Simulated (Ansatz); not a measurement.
**CH₅BOS: a ladder of functionals and wavefunction methods**

One table from this session's results is given with a row withheld; the runs are named, their logs left out.

The runs use Ansatz 0.2.0, Gaussian basis; functionals in def2-TZVPP, the program's frozen cores in correlated methods.

Plan: LDA (SPW92), PBE-D4, revPBE-D4, BLYP-D4, r2SCAN-D4, B97M-V, PBE0-D4, B3LYP-D4, r2SCANh-D4, r2SCAN0-D4, HSE06-D4, BHLYP-D4, CAM-B3LYP-D4, LC-ωPBE, ωB97X-V, ωB97M-V, B2PLYP, PBE-QIDH; CCSD(T)/def2-SVP; CCSD(T)/def2-TZVPP; MP2/def2-QZVPP; extrapolation to the limit; RPA on PBE.

## Structure used throughout

The geometry comes from an earlier relaxation with PBE0-D4 in a triple-zeta def2 set; it is a stationary point, not always the lowest conformer.

SMILES `CB(O)S`, 9 atoms, charge 0, spin multiplicity 1.

Atoms are counted from 1 here; the program's logs count them from 0.

Bond lengths: C1–B2 1.565 Å, C1–H5 1.094 Å, C1–H6 1.094 Å, C1–H7 1.091 Å, B2–O3 1.359 Å, B2–S4 1.829 Å, O3–H8 0.961 Å, S4–H9 1.341 Å. Angles: B2–C1–H5 110.8°, B2–C1–H6 111.3°, B2–C1–H7 111.4°, H5–C1–H6 106.5°, H5–C1–H7 108.2°, H6–C1–H7 108.4°, C1–B2–O3 119.2°, C1–B2–S4 122.6°, O3–B2–S4 118.2°, B2–O3–H8 115.1°, B2–S4–H9 96.8°.

Set-up of the first run:

Contents of in.yaml:

```yaml
crystal:
  periodic: [false, false, false]
  atoms:
    - {symbol: C, position_ang: [0.224772, 0.856357, -0.670885]}
    - {symbol: B, position_ang: [0.093028, -0.475051, 0.140237]}
    - {symbol: O, position_ang: [0.879994, -1.532456, -0.190386]}
    - {symbol: S, position_ang: [-1.087503, -0.675435, 1.523065]}
    - {symbol: H, position_ang: [-0.716487, 1.100805, -1.172689]}
    - {symbol: H, position_ang: [0.454362, 1.700395, -0.014168]}
    - {symbol: H, position_ang: [1.007392, 0.785601, -1.428401]}
    - {symbol: H, position_ang: [0.748430, -2.320784, 0.342485]}
    - {symbol: H, position_ang: [-1.603989, 0.560567, 1.470752]}
basis:
  gaussian: {orbitals: def2-TZVPP}
hamiltonian: {xc: lda}
output: {orbitals: {seedname: orbitals}}
```

Steps of the session up to this table: LDA; PBE-D4 (GGA); revPBE-D4 (GGA); BLYP-D4 (GGA); r2SCAN-D4 (meta-GGA); B97M-V (meta-GGA); PBE0-D4 (hybrid); B3LYP-D4 (hybrid); r2SCANh-D4 (hybrid); r2SCAN0-D4 (hybrid); HSE06-D4 (hybrid); BHLYP-D4 (hybrid); CAM-B3LYP-D4 (range-separated); LC-ωPBE-D4 (range-separated; the results give it without D4); ωB97X-V (range-separated); ωB97M-V (range-separated); B2PLYP (double hybrid); PBE-QIDH (double hybrid).

One table of the session follows, with a row left open; its other results are not shown here.

It belongs to the step «Orbital energies across the functionals». 

| functional | HOMO (eV) | gap (eV) |
| --- | --- | --- |
| LDA (SPW92) | -6.55 | 5.63 |
| PBE-D4 | -6.41 | 5.68 |
| revPBE-D4 | -6.36 | 5.72 |
| BLYP-D4 | -6.25 | 5.53 |
| r2SCAN-D4 | -6.70 | 6.44 |
| B97M-V | -6.76 | 6.24 |
| PBE0-D4 | -7.66 | 7.83 |
| B3LYP-D4 | -7.40 | 7.24 |
| r2SCANh-D4 | ? | ? |
| r2SCAN0-D4 | -7.85 | 8.33 |
| HSE06-D4 | -7.25 | 7.05 |
| BHLYP-D4 | -8.75 | 9.65 |
| CAM-B3LYP-D4 | -8.99 | 10.02 |
| LC-ωPBE | -10.41 | 12.76 |
| ωB97X-V | -10.03 | 12.17 |
| ωB97M-V | -9.86 | 11.63 |

**Question.** Estimate the row for r2SCANh-D4.

Worked estimate for «HOMO (eV)». Against the share of exact exchange, r2SCAN-D4 (0, -6.70), r2SCAN0-D4 (0.25, -7.85) give a slope of -4.60 per unit share; at 0.1 the line stands at -7.16.

As computed: HOMO (eV): -7.16; gap (eV): 7.21. In «HOMO (eV)» the line misses by 0.00.
